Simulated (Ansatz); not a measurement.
# Ba: the cost of one run

Computed with Ansatz 0.2.0 (DFT r2SCAN, scalar-relativistic, plane waves, PAW, unless a step's input says otherwise).

**1. Starting point**

It takes space group Pm-3n (No. 223, cubic). The conventional cell has a = 8.077 Å, b = 8.077 Å, c = 8.077 Å, α = 90.00°, β = 90.00°, γ = 90.00°. Around Ba (site symmetry -4m2) lie 2 Ba at 4.04 Å.

Structure file:

```xyz
8
Lattice="8.0774 0.0000 0.0000 0.0000 8.0774 0.0000 0.0000 0.0000 8.0774" Properties=species:S:1:pos:R:3 pbc="T T T"
Ba    4.0387    4.0387    4.0387
Ba    0.0000    0.0000    0.0000
Ba    2.0194    0.0000    4.0387
Ba    4.0387    2.0194    0.0000
Ba    4.0387    6.0581    0.0000
Ba    6.0581    0.0000    4.0387
Ba    0.0000    4.0387    6.0581
Ba    0.0000    4.0387    2.0194
```

(A quick probe on a coarse mesh, which set the mesh and smearing, is not shown.)

**3. The relaxation**

The input, input.yaml:

```yaml
crystal:
  lattice:
    - [8.0774324986, 0.0, 0.0]
    - [0.0, 8.0774324986, 0.0]
    - [0.0, 0.0, 8.0774324986]
  atoms:
    - { symbol: Ba, position: [0.5, 0.5, 0.5] }
    - { symbol: Ba, position: [0.0, 0.0, 0.0] }
    - { symbol: Ba, position: [0.25, 0.0, 0.5] }
    - { symbol: Ba, position: [0.5, 0.25, 0.0] }
    - { symbol: Ba, position: [0.5, 0.75, 0.0] }
    - { symbol: Ba, position: [0.75, 0.0, 0.5] }
    - { symbol: Ba, position: [0.0, 0.5, 0.75] }
    - { symbol: Ba, position: [0.0, 0.5, 0.25] }
basis:
  ecutwfc: 500
kpoints:
  mp_grid: { grid: [6, 6, 6] }
hamiltonian:
  xc: r2scan
scf:
  occupations: { method: gaussian, width: 0.1 }
output:
  forces: true
  stress: true
  eigenvalues: true
relax:
  adjacent_minimum: "off"
  f_tol: 0.01
  max_steps: 80
  cell: { stress_tol: 0.05 }
```

Q: Estimate wall time and peak memory on 1 thread of an x86-64 CPU, shared host.

About 5 min, with a peak of 1.8 GiB.
